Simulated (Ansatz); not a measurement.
**CCl3F3Ge: vertical ionisation energy**

An exercise on one series of results from a longer session: the logs are not shown, and one member is left open.

Method: unrestricted cation, the program's frozen cores in correlated methods; program: Ansatz 0.2.0, Gaussian basis.

Plan: UKS PBE-D4/def2-TZVPP; UKS r2SCAN-D4/def2-TZVPP; UKS PBE0-D4/def2-TZVPP; UKS B3LYP-D4/def2-TZVPP; UKS wB97X-V/def2-TZVPP; UKS wB97M-V/def2-TZVPP; UKS B2PLYP/def2-TZVPP; UHF-CCSD(T)/def2-TZVPP; UHF-MP2/def2-QZVPP; extrapolation to the limit; then −ε(HOMO) from the neutral's earlier runs with LDA (SPW92), PBE-D4, revPBE-D4, BLYP-D4, r2SCAN-D4, B97M-V, PBE0-D4, B3LYP-D4, r2SCANh-D4, r2SCAN0-D4, HSE06-D4, BHLYP-D4, CAM-B3LYP-D4, LC-ωPBE, ωB97X-V, ωB97M-V.

**The relaxed structure**

The geometry comes from an earlier relaxation with PBE0-D4 in a triple-zeta def2 set; it is a stationary point, not always the lowest conformer.

8 atoms, charge 0, spin multiplicity 1.

Atoms are counted from 1 here; the program's logs count them from 0.

Bond lengths: F1–C2 1.333 Å, C2–F3 1.333 Å, C2–F4 1.333 Å, C2–Ge5 2.014 Å, Ge5–Cl6 2.118 Å, Ge5–Cl7 2.118 Å, Ge5–Cl8 2.118 Å. Angles: F1–C2–F3 108.2°, F1–C2–F4 108.2°, F1–C2–Ge5 110.7°, F3–C2–F4 108.2°, F3–C2–Ge5 110.7°, F4–C2–Ge5 110.7°, C2–Ge5–Cl6 108.9°, C2–Ge5–Cl7 108.9°, C2–Ge5–Cl8 108.9°, Cl6–Ge5–Cl7 110.1°, Cl6–Ge5–Cl8 110.1°, Cl7–Ge5–Cl8 110.1°.

Set-up of the first run:

Contents of in.yaml:

```yaml
crystal:
  periodic: [false, false, false]
  atoms:
    - {symbol: F, position_ang: [0.926304, -0.876056, 1.539790]}
    - {symbol: C, position_ang: [0.874446, -0.623256, 0.231968]}
    - {symbol: F, position_ang: [0.816363, -1.787416, -0.414888]}
    - {symbol: F, position_ang: [2.004321, -0.008586, -0.118160]}
    - {symbol: Ge, position_ang: [-0.724738, 0.518526, -0.210741]}
    - {symbol: Cl, position_ang: [-0.571543, 2.349118, 0.842645]}
    - {symbol: Cl, position_ang: [-0.750627, 0.880338, -2.297036]}
    - {symbol: Cl, position_ang: [-2.482228, -0.509768, 0.370624]}
basis:
  gaussian: {orbitals: def2-TZVPP}
total_charge: 1
magnetization: {spin_polarized: true, initial_magnetization: 1}
hamiltonian: {xc: pbe, dispersion: d4}
```

On the command line:

```bash
> ansatz run in.yaml --threads 2 --pin off --events-out ev --progress --plain --max-ram 32768MiB --backend cuda --devices 0, --max-vram 18GiB
```

Among the steps run: Cation, UKS PBE-D4/def2-TZVPP; Cation, UKS r2SCAN-D4/def2-TZVPP; Cation, UKS PBE0-D4/def2-TZVPP; Cation, UKS B3LYP-D4/def2-TZVPP; Cation, UKS wB97X-V/def2-TZVPP; Cation, UKS wB97M-V/def2-TZVPP; Cation, UKS B2PLYP (frozen core)/def2-TZVPP; Cation, UHF-CCSD(T)/def2-TZVPP; Cation, UHF-MP2/def2-QZVPP.

One table of the session follows, with a row left open; its other results are not shown here.

It belongs to the step «Ionisation energies side by side». Orbital estimates, from the neutral's runs:

| functional | −ε(HOMO) (eV) |
| --- | --- |
| LDA (SPW92) | 8.32 |
| PBE-D4 | 8.13 |
| revPBE-D4 | ? |
| BLYP-D4 | 8.02 |
| r2SCAN-D4 | 8.51 |
| B97M-V | 8.60 |
| PBE0-D4 | 9.59 |
| B3LYP-D4 | 9.35 |
| r2SCANh-D4 | 9.04 |
| r2SCAN0-D4 | 9.84 |
| HSE06-D4 | 9.19 |
| BHLYP-D4 | 10.97 |
| CAM-B3LYP-D4 | 10.98 |
| LC-ωPBE | 12.28 |
| ωB97X-V | 11.94 |
| ωB97M-V | 11.77 |

**Question.** Estimate the row for revPBE-D4.

As computed: −ε(HOMO) (eV): 8.05. In the column «−ε(HOMO) (eV)» it lies between BLYP-D4 (8.02) and PBE-D4 (8.13).
